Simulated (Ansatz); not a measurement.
**FH3InOSi radical: up Jacob's ladder to CCSD(T)**

An exercise on one series of results from a longer session: the logs are not shown, and one member is left open.

The runs use Ansatz 0.2.0, Gaussian basis; functionals in def2-TZVPP, the program's frozen cores in correlated methods.

Levels to be run: LDA (SPW92), PBE-D4, revPBE-D4, BLYP-D4, r2SCAN-D4, B97M-V, PBE0-D4, B3LYP-D4, r2SCANh-D4, r2SCAN0-D4, HSE06-D4, BHLYP-D4, CAM-B3LYP-D4, LC-ωPBE, ωB97X-V, ωB97M-V, B2PLYP, PBE-QIDH; CCSD(T)/def2-SVP; CCSD(T)/def2-TZVPP; MP2/def2-QZVPP; extrapolation to the limit; RPA on PBE.

## The geometry

All runs share one geometry, relaxed beforehand with PBE0-D4 in a triple-zeta def2 set. In takes the def2 core potential; no spin-orbit term is included.

SMILES `[F][In][O][SiH3]`, 7 atoms, charge 0, spin multiplicity 2.

Atoms are counted from 1 here; the program's logs count them from 0.

Bond lengths: F1–In2 1.963 Å, In2–O3 1.987 Å, O3–Si4 1.637 Å, Si4–H5 1.488 Å, Si4–H6 1.490 Å, Si4–H7 1.490 Å. Angles: F1–In2–O3 115.7°, In2–O3–Si4 134.9°, O3–Si4–H5 108.3°, O3–Si4–H6 111.6°, O3–Si4–H7 111.5°, H5–Si4–H6 108.7°, H5–Si4–H7 108.7°, H6–Si4–H7 107.9°.

Geometry (Å):

```xyz
7

F    -0.1335   -2.4475    1.8206
In   -0.7612   -2.2484   -0.0282
O    -0.4754   -0.4617   -0.8491
Si    0.1868    0.9487   -0.3462
H     0.0759    1.9370   -1.4527
H    -0.5182    1.4888    0.8505
H     1.6255    0.7830    0.0051
```

Set-up of the first run:

in.yaml reads:

```yaml
crystal:
  periodic: [false, false, false]
  atoms:
    - {symbol: F, position_ang: [-0.133452, -2.447460, 1.820639]}
    - {symbol: In, position_ang: [-0.761155, -2.248398, -0.028194]}
    - {symbol: O, position_ang: [-0.475383, -0.461699, -0.849137]}
    - {symbol: Si, position_ang: [0.186765, 0.948724, -0.346218]}
    - {symbol: H, position_ang: [0.075902, 1.937041, -1.452696]}
    - {symbol: H, position_ang: [-0.518157, 1.488808, 0.850495]}
    - {symbol: H, position_ang: [1.625490, 0.782984, 0.005130]}
basis:
  gaussian: {orbitals: def2-TZVPP}
magnetization: {spin_polarized: true, initial_magnetization: 1}
hamiltonian: {xc: lda}
output: {orbitals: {seedname: orbitals}}
```

On the command line:

```
$ ansatz run in.yaml --threads 4 --pin off --events-out ev --progress --plain --max-ram 10444MiB
```

Among the steps run: LDA; PBE-D4 (GGA); revPBE-D4 (GGA); BLYP-D4 (GGA); r2SCAN-D4 (meta-GGA); B97M-V (meta-GGA); B3LYP-D4 (hybrid); r2SCANh-D4 (hybrid); r2SCAN0-D4 (hybrid); HSE06-D4 (hybrid); BHLYP-D4 (hybrid); CAM-B3LYP-D4 (range-separated); LC-ωPBE (range-separated); ωB97X-V (range-separated); ωB97M-V (range-separated); B2PLYP (double hybrid); PBE-QIDH (double hybrid).

One table of the session follows, with a row left open; its other results are not shown here.

| functional | HOMO (eV) | LUMO (eV) | gap (eV) |
| --- | --- | --- | --- |
| LDA (SPW92) | -6.53 | -5.80 | 0.74 |
| PBE-D4 | -6.35 | -5.41 | 0.94 |
| revPBE-D4 | -6.29 | -5.26 | 1.02 |
| BLYP-D4 | -6.22 | -5.47 | 0.75 |
| r2SCAN-D4 | -6.77 | -5.09 | 1.68 |
| B97M-V | -6.40 | -5.57 | 0.83 |
| PBE0-D4 | -7.48 | -4.49 | 2.99 |
| B3LYP-D4 | -7.28 | -4.95 | 2.33 |
| r2SCANh-D4 | ? | ? | ? |
| r2SCAN0-D4 | -7.81 | -4.29 | 3.52 |
| HSE06-D4 | -7.08 | -4.86 | 2.22 |
| BHLYP-D4 | -8.45 | -3.76 | 4.69 |
| CAM-B3LYP-D4 | -8.75 | -3.67 | 5.08 |
| LC-ωPBE | -10.00 | -2.11 | 7.89 |
| ωB97X-V | -9.56 | -2.49 | 7.08 |
| ωB97M-V | -9.60 | -2.76 | 6.85 |

**Question.** Estimate the row for r2SCANh-D4.

Worked estimate for «HOMO (eV)». Against the share of exact exchange, r2SCAN-D4 (0, -6.77), r2SCAN0-D4 (0.25, -7.81) give a slope of -4.16 per unit share; at 0.1 the line stands at -7.19.

As computed: HOMO (eV): -7.19; LUMO (eV): -4.77; gap (eV): 2.42. In «HOMO (eV)» the line misses by 0.00.

Caveats from the session: All levels share the lack of spin-orbit coupling, which lowers the free heavy atoms and so the true binding.
